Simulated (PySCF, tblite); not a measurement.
# C4H14O2SSi2: geometry, infrared bands and NMR shifts

Aim: predict the infrared bands and NMR shifts of C4H14O2SSi2 (`CS[SiH2]OC(C)(C)O[SiH3]`).

The runs use tblite 0.8.0 and PySCF 2.14.0, with density-fitted response routines of our own; the level of theory stands in each step. All values are computed, except where a source is named. Atoms are numbered from 0 throughout.

**1. Starting geometry**

23 atoms, charge 0, multiplicity 1; geometry from: force field or distance geometry start.

Bonds of the start (Å): C0–S1 1.82, S1–Si2 2.13, Si2–O3 1.65, O3–C4 1.44, C4–C5 1.53, C4–C6 1.55, C4–O7 1.43, O7–Si8 1.66, C0–H9 1.10, C0–H10 1.08, C0–H11 1.09, Si2–H12 1.49, Si2–H13 1.49, C5–H14 1.09, C5–H15 1.11, C5–H16 1.09, C6–H17 1.10, C6–H18 1.10, C6–H19 1.09, Si8–H20 1.49, Si8–H21 1.48, Si8–H22 1.49.

**2. Geometry optimisation with GFN2-xTB**

What the job is given:

```
{"job": {"kind": "relax", "xc": "GFN2-xTB", "basis": "xTB"}, "charge": 0, "multiplicity": 1}
C      3.993600    -0.537000     0.957100
S      3.529600    -0.578900    -0.798600
Si     1.675800     0.465100    -0.825800
O      0.642700    -0.315700     0.200400
C     -0.788500    -0.175300     0.145200
C     -1.269200    -0.659000     1.518000
C     -1.314000    -1.129000    -0.952800
O     -1.133500     1.198300    -0.071000
Si    -2.690900     1.749800    -0.219200
H      3.232700    -1.049800     1.572300
H      4.942200    -1.041200     1.093200
H      4.084100     0.495000     1.306100
H      1.899900     1.856800    -0.353400
H      1.137900     0.437300    -2.215000
H     -0.860900    -1.640600     1.755500
H     -0.920300     0.026200     2.317200
H     -2.353900    -0.709500     1.594200
H     -0.864000    -2.131100    -0.851000
H     -2.403100    -1.243900    -0.895500
H     -1.072200    -0.759600    -1.946000
H     -2.676000     3.223600    -0.441900
H     -3.352100     1.087700    -1.368100
H     -3.444500     1.458000     1.031000
```

Command:

```
> OMP_NUM_THREADS=1 python probes_run.py task.json out
```

This one command runs all jobs of the session in turn.

**Question.** This job is followed by: GFN2-xTB harmonic vibrations, gas phase; GIAO PBE0/pcSseg-1 NMR shielding, non-relativistic, gas phase. What will the session give for the following? strongest single infrared mode (GFN2-xTB); zero-point energy (GFN2-xTB); 13C shifts against TMS (PBE0/pcSseg-1, means over atoms taken as alike); 1H shifts against TMS (PBE0/pcSseg-1, means over atoms taken as alike); 33S shifts against CS2 (PBE0/pcSseg-1); 29Si shifts against TMS (PBE0/pcSseg-1); 17O shifts against H2O (PBE0/pcSseg-1).

As calculated:

| quantity | value |
| --- | --- |
| strongest single infrared mode (GFN2-xTB) | 759 cm⁻¹, 470 km/mol |
| zero-point energy (GFN2-xTB) | 106.8 kcal/mol |
| 13C shifts against TMS (PBE0/pcSseg-1, means over atoms taken as alike) | 100.6, 31.3, 12.7 ppm |
| 1H shifts against TMS (PBE0/pcSseg-1, means over atoms taken as alike) | 5.28, 4.92, 2.09, 1.56 ppm |
| 33S shifts against CS2 (PBE0/pcSseg-1) | -183 ppm |
| 29Si shifts against TMS (PBE0/pcSseg-1) | -27.8, -45.9 ppm |
| 17O shifts against H2O (PBE0/pcSseg-1) | 106.2, 84.3 ppm |

**Reading.** Relaxing lowered the energy by 0.411 eV in 171 steps; the close pair that moved most is O3–C4, from 1.439 to 1.394 Å. All 63 modes are real, so the xTB geometry is a minimum. The strongest single mode, at 759 cm⁻¹, moves mainly H12 and H13. GFN2-xTB is a fitted tight-binding method: band positions and strengths are rough. Its intensities can rank the bands wrongly. At PBE0/pcSseg-1: Shielding is most anisotropic at S1 (span 210 ppm, paramagnetic term -372 ppm).
